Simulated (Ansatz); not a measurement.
# SnBrF3: basis-set convergence

An exercise on one series of results from a longer session: the logs are not shown, and one member is left open.

Method: one geometry, several basis sets; program: Ansatz 0.2.0, Gaussian basis.

The runs, in order: PBE0-D4/def2-SVP; ωB97M-V/def2-SVP; PBE0-D4/def2-QZVPP; ωB97M-V/def2-QZVPP; the functionals' def2-TZVPP values are taken from earlier runs.

## The relaxed structure

The geometry comes from an earlier relaxation with PBE0-D4 in a triple-zeta def2 set; it is a stationary point. Sn takes the def2 core potential; no spin-orbit term is included.

SMILES `[F][Sn]([F])([F])[Br]`, 5 atoms, charge 0, spin multiplicity 1.

Atoms are counted from 1 here; the program's logs count them from 0.

Bond lengths: F1–Sn2 1.884 Å, Sn2–F3 1.884 Å, Sn2–F4 1.884 Å, Sn2–Br5 2.407 Å. Angles: F1–Sn2–F3 106.5°, F1–Sn2–F4 106.5°, F1–Sn2–Br5 112.3°, F3–Sn2–F4 106.5°, F3–Sn2–Br5 112.3°, F4–Sn2–Br5 112.3°.

Set-up of the first run:

in.yaml reads:

```yaml
crystal:
  periodic: [false, false, false]
  atoms:
    - {symbol: F, position_ang: [-0.940364, -0.486159, 1.573639]}
    - {symbol: Sn, position_ang: [0.012695, -0.066265, 0.003603]}
    - {symbol: F, position_ang: [1.784710, -0.642587, 0.281828]}
    - {symbol: F, position_ang: [-0.696621, -1.153891, -1.361511]}
    - {symbol: Br, position_ang: [-0.110620, 2.275202, -0.539057]}
basis:
  gaussian: {orbitals: def2-SVP}
hamiltonian: {xc: pbe0, dispersion: d4}
output: {orbitals: {seedname: orbitals}}
```

The run is started by

```sh
ansatz run in.yaml --threads 4 --pin off --events-out ev --progress --plain --max-ram 10444MiB
```

Steps of the session up to this table: PBE0-D4 in def2-SVP; ωB97M-V in def2-SVP; PBE0-D4 in def2-QZVPP; ωB97M-V in def2-QZVPP.

One of the session's tables, all rows but one given; the rest of the session is left out.

It belongs to the step «Functionals by basis». 

| functional | basis | HOMO (eV) | LUMO (eV) |
| --- | --- | --- | --- |
| PBE0-D4 | def2-SVP | -9.85 | -3.32 |
| PBE0-D4 | def2-TZVPP | -9.94 | -3.44 |
| PBE0-D4 | def2-QZVPP | ? | ? |
| ωB97M-V | def2-SVP | -12.07 | -1.14 |
| ωB97M-V | def2-TZVPP | -12.20 | -1.34 |
| ωB97M-V | def2-QZVPP | -12.20 | -1.40 |

Q: Estimate the row for PBE0-D4, def2-QZVPP from the others.

**Answer.** HOMO (eV): -9.94; LUMO (eV): -3.45.
